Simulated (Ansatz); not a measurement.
# La2Al3Ge: the cost of one run

Program: the Python package of Ansatz 0.2.0. Level of theory: DFT PBEsol, plane waves, PAW. These are calculated values, not measurements.

## Step 1: The system

It takes space group P-6m2 (No. 187, hexagonal). Conventional cell: a = 4.398 Å, b = 4.398 Å, c = 8.876 Å, α = 90.00°, β = 90.00°, γ = 120.00°. La (site symmetry 3m) is surrounded by 9 Al at 3.37 to 3.38 Å and 3 Ge at 3.37 Å. Around Al (site symmetry -6m2) lie 3 Al at 2.54 Å. Al (site symmetry -6m2) has 3 Ge at 2.54 Å as nearest neighbours. Ge (site symmetry -6m2) is surrounded by 3 Al at 2.54 Å.

No structure file is read: the coordinates are typed or built in the script.

## Step 2: The code

la2al3ge_eos.py

```python
'''Energy against volume for La2Al3Ge, with a fit.'''

from dataclasses import dataclass
import logging
import sys

import ansatz as az
import numpy as np
from pymatgen.analysis.eos import EOS

logging.basicConfig(stream=sys.stdout, format='%(levelname)s:%(name)s:%(message)s')
log = logging.getLogger('calc')
log.setLevel(logging.INFO)


@dataclass
class RunConfig:
    filling: str = 'Fermi-Dirac'
    cutoff_ev: int = 500
    mesh: tuple[int, ...] = (6, 6, 3)


opts = RunConfig()

VECTORS = np.array([
    [4.39758, 0.0, 0.0],
    [-2.19879, 3.80841, 0.0],
    [0.0, 0.0, 8.8761],
])
SITES = [
    ('La', (2 / 3, 1 / 3, 0.24941)),
    ('La', (2 / 3, 1 / 3, 0.75059)),
    ('Al', (0.0, 0.0, 0.5)),
    ('Al', (1 / 3, 2 / 3, 0.0)),
    ('Al', (1 / 3, 2 / 3, 0.5)),
    ('Ge', (0.0, 0.0, 0.0)),
]


def make_crystal(cell):
    crystal = az.Crystal(lattice=az.Lattice.of(cell))
    for symbol, position in SITES:
        crystal = crystal.atom(symbol, position)
    return crystal

# uniform scaling of the cell
volumes, energies, pressures = [], [], []
for scale in np.linspace(0.88, 1.12, 7):
    cell = VECTORS * scale ** (1 / 3)
    setup = (
        make_crystal(cell).calculation()
        .functional(az.Functional.PBESOL)
        .pseudopotentials('paw')
        .occupations(opts.filling)
        .basis(opts.cutoff_ev)
        .kpoints(*opts.mesh)
        .stress()
    )
    summary = setup.run(threads=1, pin='off').report
    volumes.append(abs(np.linalg.det(cell)) / len(SITES))
    energies.append(summary['free_energy_ev'] / len(SITES))
    pressures.append(np.trace(summary['stress_gpa']) / 3)
    log.info(f'V = {volumes[-1]:8.4f} A^3/atom  F = {energies[-1]:.5f} eV/atom  P = {pressures[-1]:8.3f} GPa')

for form in ['birch_murnaghan', 'murnaghan']:
    fit = EOS(eos_name=form).fit(volumes, energies)
    log.info(f'{form:18s} V0 {fit.v0:8.4f} A^3/atom  B0 {fit.b0_GPa:7.1f} GPa  B1 {fit.b1:5.2f}')
```

## Step 3: What the engine is handed

The package turns the script's settings into the engine's input (first run):

```yaml
crystal:
  lattice:
    - [4.214130427004431, 0.0, 0.0]
    - [-2.1070652135022154, 3.6495382595672954, 0.0]
    - [0.0, 0.0, 8.505824358654994]
  atoms:
    - { symbol: La, position: [0.6666666666666666, 0.3333333333333333, 0.24941] }
    - { symbol: La, position: [0.6666666666666666, 0.3333333333333333, 0.75059] }
    - { symbol: Al, position: [0.0, 0.0, 0.5] }
    - { symbol: Al, position: [0.3333333333333333, 0.6666666666666666, 0.0] }
    - { symbol: Al, position: [0.3333333333333333, 0.6666666666666666, 0.5] }
    - { symbol: Ge, position: [0.0, 0.0, 0.0] }
basis:
  ecutwfc: 500.0
kpoints:
  mp_grid:
    grid: [6, 6, 3]
hamiltonian:
  xc: pbesol
  pseudopotentials:
    kind: paw
scf:
  occupations:
    method: fermi_dirac
output:
  stress: true
```

## Step 4: Launch

On the command line:

```sh
python la2al3ge_eos.py
```

Q: Estimate wall time and peak memory on 1 thread of Arm Neoverse V1, shared host.

About 50 s, with a peak of 0.58 GiB.
